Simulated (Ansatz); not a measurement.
# CH₄ClGe radical: one species, many methods

An exercise on one series of results from a longer session: the logs are not shown, and one member is left open.

The runs use Ansatz 0.2.0, Gaussian basis; functionals in def2-TZVPP, the program's frozen cores in correlated methods.

Levels to be run: LDA (SPW92), PBE-D4, revPBE-D4, BLYP-D4, r2SCAN-D4, B97M-V, PBE0-D4, B3LYP-D4, r2SCANh-D4, r2SCAN0-D4, HSE06-D4, BHLYP-D4, CAM-B3LYP-D4, LC-ωPBE, ωB97X-V, ωB97M-V, B2PLYP, PBE-QIDH; CCSD(T)/def2-SVP; CCSD(T)/def2-TZVPP; MP2/def2-QZVPP; extrapolation to the limit; RPA on PBE.

### Structure used throughout

All runs share one geometry, relaxed beforehand with PBE0-D4 in a triple-zeta def2 set.

SMILES `[CH2][GeH2][Cl]`, 7 atoms, charge 0, spin multiplicity 2.

Atoms are counted from 1 here; the program's logs count them from 0.

Bond lengths: C1–Ge2 1.911 Å, C1–H4 1.084 Å, C1–H5 1.084 Å, Ge2–Cl3 2.170 Å, Ge2–H6 1.533 Å, Ge2–H7 1.533 Å. Angles: Ge2–C1–H4 121.7°, Ge2–C1–H5 121.7°, H4–C1–H5 116.5°, C1–Ge2–Cl3 108.2°, C1–Ge2–H6 112.1°, C1–Ge2–H7 112.1°, Cl3–Ge2–H6 105.8°, Cl3–Ge2–H7 105.9°, H6–Ge2–H7 112.4°.

Set-up of the first run:

Contents of in.yaml:

```yaml
crystal:
  periodic: [false, false, false]
  atoms:
    - {symbol: C, position_ang: [-1.019157, -0.067948, -0.617480]}
    - {symbol: Ge, position_ang: [0.542265, -0.113828, 0.482640]}
    - {symbol: Cl, position_ang: [1.989168, 1.280729, -0.337085]}
    - {symbol: H, position_ang: [-1.118422, -0.701472, -1.491394]}
    - {symbol: H, position_ang: [-1.812269, 0.651648, -0.449854]}
    - {symbol: H, position_ang: [0.256257, 0.369972, 1.908986]}
    - {symbol: H, position_ang: [1.223260, -1.487101, 0.458387]}
basis:
  gaussian: {orbitals: def2-TZVPP}
magnetization: {spin_polarized: true, initial_magnetization: 1}
hamiltonian: {xc: lda}
output: {orbitals: {seedname: orbitals}}
```

Command:

```sh
$ ansatz run in.yaml --threads 4 --pin off --events-out ev --progress --plain --max-ram 10444MiB
```

Among the steps run: LDA; PBE-D4 (GGA); revPBE-D4 (GGA); BLYP-D4 (GGA); r2SCAN-D4 (meta-GGA); B97M-V (meta-GGA); PBE0-D4 (hybrid); B3LYP-D4 (hybrid); r2SCANh-D4 (hybrid); r2SCAN0-D4 (hybrid); HSE06-D4 (hybrid); BHLYP-D4 (hybrid); CAM-B3LYP-D4 (range-separated); LC-ωPBE (range-separated); ωB97X-V (range-separated); ωB97M-V (range-separated); B2PLYP (double hybrid); PBE-QIDH (double hybrid).

One table of the session follows, with a row left open; its other results are not shown here.

It belongs to the step «Orbital energies across the functionals». 

```
  functional  HOMO (eV)  LUMO (eV)  gap (eV)
 LDA (SPW92)      -6.08      -4.57      1.51
      PBE-D4      -6.09      -3.98      2.12
   revPBE-D4      -6.06      -3.81      2.24
     BLYP-D4      -5.85      -3.97      1.88
   r2SCAN-D4      -6.59      -3.36      3.23
      B97M-V      -6.36      -3.72      2.64
     PBE0-D4      -7.48      -2.76      4.73
    B3LYP-D4      -7.11      -3.20      3.92
  r2SCANh-D4      -7.09      -2.95      4.14
  r2SCAN0-D4      -7.86      -2.36      5.50
    HSE06-D4      -7.07      -3.15      3.92
    BHLYP-D4          ?          ?         ?
CAM-B3LYP-D4      -8.77      -1.75      7.02
     LC-ωPBE     -10.35      -0.24     10.11
     ωB97X-V      -9.72      -0.77      8.95
     ωB97M-V      -9.49      -0.92      8.57
```

Estimate the missing values for BHLYP-D4.

Worked estimate for «HOMO (eV)». Against the share of exact exchange, BLYP-D4 (0, -5.85), B3LYP-D4 (0.2, -7.11) give a slope of -6.30 per unit share; at 0.5 the line stands at -9.00.

As computed: HOMO (eV): -8.63; LUMO (eV): -1.67; gap (eV): 6.96. In «HOMO (eV)» the line misses by -0.37.
